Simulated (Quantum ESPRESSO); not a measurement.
Write the native input for Quantum ESPRESSO 7.5 that does the following.

| Quantity | Value |
| --- | --- |
| Task | relaxation of the atoms |
| Functional | PBE |
| Potentials or basis | PseudoDojo 0.4.1 SR PBE standard |
| Cutoff | 1197 eV |
| Density cutoff | 4789 eV |
| k mesh | 8 × 8 × 8 |
| Occupations | gaussian, width 0.01 eV |
| Spin | no spin polarisation |
| Mixing beta | 0.5 |
| Most SCF iterations | 120 |
| SCF threshold | 4e-10 Ry |
| Most ionic steps | 40 |
| Forc conv thr | 0.0001 Ry/bohr |
| Etot conv thr | 1e-05 Ry |
| Tstress | yes |
| Ion dynamics | bfgs |

Crystal: InP.

```
CELL_PARAMETERS angstrom
-0.01490 2.98060 2.98060
2.96570 0.00000 2.96570
2.98060 2.98060 -0.01490
ATOMIC_POSITIONS crystal
In 0.00000 0.00000 0.00000
P 0.25000 0.25000 0.25000
```

The cell was built by a generator and isn't the measured one.

The input as run:

pw.in

```
&CONTROL
  calculation = 'relax'
  prefix = 'pwscf'
  outdir = './tmp'
  pseudo_dir = './pseudo'
  tprnfor = .true.
  tstress = .true.
  disk_io = 'low'
  nstep = 40
  forc_conv_thr = 0.0001
  etot_conv_thr = 1d-05
/
&SYSTEM
  ibrav = 0
  nat = 2
  ntyp = 2
  ecutwfc = 88
  nbnd = 15
  occupations = 'smearing'
  smearing = 'gaussian'
  degauss = 0.00073499
/
&ELECTRONS
  conv_thr = 4d-10
  electron_maxstep = 120
  mixing_beta = 0.5
/
&IONS
  ion_dynamics = 'bfgs'
/
ATOMIC_SPECIES
In   114.8180 In.upf
P     30.9738 P.upf
CELL_PARAMETERS angstrom
  -0.0149030000    2.9806000000    2.9806000000
   2.9656970000    0.0000000000    2.9656970000
   2.9806000000    2.9806000000   -0.0149030000
ATOMIC_POSITIONS crystal
In     0.0000000000    0.0000000000    0.0000000000
P      0.2500000000    0.2500000000    0.2500000000
K_POINTS automatic
8 8 8 0 0 0
```

Potentials or basis: PseudoDojo 0.4.1 SR PBE standard.

Launch:

```console
$ OMP_NUM_THREADS=1 pw.x -in pw.in > pw.out
```

Results of the run:

The energy gained by relaxing is 0.2 meV/atom. The ionic steps are 4 and the pressure after relaxing is 0.0 GPa. The band gap on the k mesh is 0.40 eV, direct.

Caveat: spin-orbit coupling is left out, which moves the levels of the heavy elements.

It took 5.5 min on 1 thread of Intel(R) Xeon(R) Platinum 8375C CPU @ 2.90GHz (Ice Lake), on a shared host, peak memory 0.17 GiB.
